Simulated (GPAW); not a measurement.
Write an ASE script for GPAW 26.7.0 that does the following.

| Quantity | Value |
| --- | --- |
| Task | single point |
| Functional | r2SCAN |
| Dispersion | D4 |
| Potentials or basis | GPAW PAW data sets (gpaw-data 1.2.1) |
| Cutoff | 450 eV |
| Basis | pw |
| k mesh | 7 × 7 × 1 |
| Occupations | fermi-dirac, width 0.05 eV |
| Spin | no spin polarisation |
| Maxiter | 150 |
| Dipole layer | yes |

The structure of Ba lies in Ba.xyz:

```xyz
4
Lattice="4.3301270189 0.0000000000 0.0000000000 -1.4433756730 4.0824829046 0.0000000000 0.0000000000 0.0000000000 25.6066017178" Properties=species:S:1:pos:R:3 pbc="T T T"
Ba     1.4433756730      2.0412414523      7.5000000000
Ba     0.0000000000      0.0000000000     11.0355339059
Ba     1.4433756730      2.0412414523     14.5710678119
Ba     0.0000000000      0.0000000000     18.1066017178
```

The cell isn't the ideal one: the (1 1 0) slab of Ba, cut from the database cell, not relaxed.

One way to write it, as run:

run.py

```python
import numpy as np
from ase.calculators.mixing import SumCalculator
from ase.dft.bandgap import bandgap
from ase.io import read, write
from ase.units import Bohr
from dftd4.ase import DFTD4
from gpaw import GPAW, PW
from gpaw.elf import elf_from_dft_calculation

atoms = read('Ba.xyz')
atoms.pbc = (True, True, False)

calc = GPAW(mode=PW(450),
            xc='MGGA_X_R2SCAN+MGGA_C_R2SCAN',
            kpts={'size': (7, 7, 1), 'gamma': True},
            occupations={'name': 'fermi-dirac', 'width': 0.05},
            nbands=33,
            convergence={'density': 1e-05, 'energy': 1e-05},
            maxiter=150,
            poissonsolver={'dipolelayer': 'xy'},
            txt='gpaw.txt')
atoms.calc = SumCalculator([calc, DFTD4(method='r2scan')])
energy = atoms.get_potential_energy()
forces = atoms.get_forces()
calc.write('gs.gpw')
write('result.traj', atoms)
print(f'Energy: {energy:.6f} eV')
print('Forces (eV/A):')
print(forces.round(4))
print('Fermi level:', round(calc.get_fermi_level(), 4), 'eV')
print(f'Gap: {bandgap(calc)[0]:.4f} eV, direct: {bandgap(calc, direct=True)[0]:.4f} eV')

v = calc.get_electrostatic_potential().mean(axis=(0, 1))
z = np.arange(len(v)) * atoms.cell[2, 2] / len(v)
ef = calc.get_fermi_level()
np.savetxt('planar.dat', np.c_[z, v], fmt='%.4f')
below, above = np.interp([1.5, atoms.cell[2, 2] - 1.5], z, v) - ef
print(f'Work functions: bottom {below:.4f} eV, top {above:.4f} eV')
print('Dipole moment:', *calc.get_dipole_moment().round(5), 'e A')

# fields on the real-space grid
write('density.cube', atoms, data=calc.get_pseudo_density() * Bohr**3)
write('potential.cube', atoms, data=calc.get_electrostatic_potential())
write('elf.cube', atoms, data=elf_from_dft_calculation(calc).data)
```

Potentials or basis: GPAW PAW data sets (gpaw-data 1.2.1), pw.

Command:

```bash
$ OMP_NUM_THREADS=1 python run.py
```

It gave:

```
Largest force                   : 0.080 eV/Å
Band gap on the k mesh          : none (metal or under the smearing width)
Dispersion energy per atom      : -0.034 eV
Dipole across the slab          : 0.00 e·Å
Work function of the upper face : 2.40 eV
Work function of the lower face : 2.40 eV
```

Caveat: the PAW data sets were made with another functional, which shifts forces and pressure a little.

It took 5.4 min on 1 thread of Intel(R) Xeon(R) 6975P-C (Granite Rapids), with other jobs on the host, peak memory 0.47 GiB.
